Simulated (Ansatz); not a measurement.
# C₄H₁₂ClGaN₂: up Jacob's ladder to CCSD(T)

The task here is to estimate one member of a computed series from the others.

Method: functionals in def2-TZVPP, the program's frozen cores in correlated methods; program: Ansatz 0.2.0, Gaussian basis.

Levels to be run: LDA (SPW92), PBE-D4, revPBE-D4, BLYP-D4, r2SCAN-D4, B97M-V, PBE0-D4, B3LYP-D4, r2SCANh-D4, r2SCAN0-D4, HSE06-D4, BHLYP-D4, CAM-B3LYP-D4, LC-ωPBE, ωB97X-V, ωB97M-V, B2PLYP, PBE-QIDH; CCSD(T)/def2-SVP; CCSD(T)/def2-TZVPP; MP2/def2-QZVPP; extrapolation to the limit; RPA on PBE.

## The relaxed structure

An earlier PBE0-D4 in a triple-zeta def2 set relaxation fixed the geometry.

SMILES `C[N](C)[Ga]([Cl])[N](C)C`, 20 atoms, charge 0, spin multiplicity 1.

Atoms are counted from 1 here; the program's logs count them from 0.

Bond lengths: C1–N2 1.440 Å, C1–H9 1.091 Å, C1–H10 1.100 Å, C1–H11 1.100 Å, N2–C3 1.441 Å, N2–Ga4 1.810 Å, C3–H12 1.100 Å, C3–H13 1.091 Å, C3–H14 1.100 Å, Ga4–Cl5 2.152 Å, Ga4–N6 1.810 Å, N6–C7 1.440 Å, N6–C8 1.441 Å, C7–H15 1.100 Å, C7–H16 1.100 Å, C7–H17 1.091 Å, C8–H18 1.100 Å, C8–H19 1.091 Å and more. Angles: N2–C1–H9 111.5°, N2–C1–H10 112.0°, N2–C1–H11 110.9°, H9–C1–H10 107.9°, H9–C1–H11 107.2°, H10–C1–H11 107.1°, C1–N2–C3 113.2°, C1–N2–Ga4 124.6°, C3–N2–Ga4 122.2°, N2–C3–H12 111.2°, N2–C3–H13 110.9°, N2–C3–H14 111.5°, H12–C3–H13 107.8°, H12–C3–H14 107.3°, H13–C3–H14 108.0°, N2–Ga4–Cl5 115.9°, N2–Ga4–N6 128.2°, Cl5–Ga4–N6 115.9° and more.

Set-up of the first run:

The input, in.yaml:

```yaml
crystal:
  periodic: [false, false, false]
  atoms:
    - {symbol: C, position_ang: [0.378356, -1.947126, 1.087005]}
    - {symbol: N, position_ang: [0.670449, -1.467611, -0.238517]}
    - {symbol: C, position_ang: [1.478229, -2.381093, -1.006529]}
    - {symbol: Ga, position_ang: [0.100393, 0.114226, -0.909484]}
    - {symbol: Cl, position_ang: [0.344368, 0.378603, -3.031126]}
    - {symbol: N, position_ang: [-0.649031, 1.501673, -0.020254]}
    - {symbol: C, position_ang: [-0.674154, 1.637471, 1.412641]}
    - {symbol: C, position_ang: [-1.289938, 2.596047, -0.704642]}
    - {symbol: H, position_ang: [-0.314860, -1.284993, 1.608019]}
    - {symbol: H, position_ang: [1.285942, -2.038369, 1.702536]}
    - {symbol: H, position_ang: [-0.088942, -2.941903, 1.049847]}
    - {symbol: H, position_ang: [0.989919, -3.361969, -1.098371]}
    - {symbol: H, position_ang: [1.649037, -1.998010, -2.013601]}
    - {symbol: H, position_ang: [2.458489, -2.546300, -0.535891]}
    - {symbol: H, position_ang: [-1.698539, 1.601921, 1.812995]}
    - {symbol: H, position_ang: [-0.238471, 2.598298, 1.722990]}
    - {symbol: H, position_ang: [-0.096611, 0.849933, 1.899106]}
    - {symbol: H, position_ang: [-0.821125, 3.556021, -0.444527]}
    - {symbol: H, position_ang: [-1.220474, 2.473279, -1.786411]}
    - {symbol: H, position_ang: [-2.354838, 2.669401, -0.439484]}
basis:
  gaussian: {orbitals: def2-TZVPP}
hamiltonian: {xc: lda}
output: {orbitals: {seedname: orbitals}}
```

Command:

```sh
> ansatz run in.yaml --threads 4 --pin off --events-out ev --progress --plain --max-ram 46080MiB --backend cuda --devices 0, --max-vram 37GiB
```

Steps of the session up to this table: LDA; PBE-D4 (GGA); revPBE-D4 (GGA); BLYP-D4 (GGA); r2SCAN-D4 (meta-GGA); B97M-V (meta-GGA); B3LYP-D4 (hybrid); r2SCANh-D4 (hybrid); r2SCAN0-D4 (hybrid); HSE06-D4 (hybrid); BHLYP-D4 (hybrid); CAM-B3LYP-D4 (range-separated); LC-ωPBE (range-separated); ωB97X-V (range-separated); ωB97M-V (range-separated); B2PLYP (double hybrid); PBE-QIDH (double hybrid).

One of the session's tables, all rows but one given; the rest of the session is left out.

It belongs to the step «Orbital energies across the functionals». 

| functional | HOMO (eV) | gap (eV) |
| --- | --- | --- |
| LDA (SPW92) | -4.98 | 3.67 |
| PBE-D4 | -4.85 | 3.82 |
| revPBE-D4 | -4.80 | 3.90 |
| BLYP-D4 | -4.74 | 3.78 |
| r2SCAN-D4 | -5.08 | 4.33 |
| B97M-V | -5.21 | 4.29 |
| PBE0-D4 | -6.11 | 6.05 |
| B3LYP-D4 | -5.91 | 5.55 |
| r2SCANh-D4 | ? | ? |
| r2SCAN0-D4 | -6.28 | 6.37 |
| HSE06-D4 | -5.71 | 5.28 |
| BHLYP-D4 | -7.33 | 8.18 |
| CAM-B3LYP-D4 | -7.46 | 8.41 |
| LC-ωPBE | -8.78 | 11.00 |
| ωB97X-V | -8.46 | 10.48 |
| ωB97M-V | -8.38 | 10.14 |

**Question.** Estimate the row for r2SCANh-D4.

Worked estimate for «HOMO (eV)». Against the share of exact exchange, r2SCAN-D4 (0, -5.08), r2SCAN0-D4 (0.25, -6.28) give a slope of -4.80 per unit share; at 0.1 the line stands at -5.56.

As computed: HOMO (eV): -5.55; gap (eV): 5.15. In «HOMO (eV)» the line misses by -0.01.
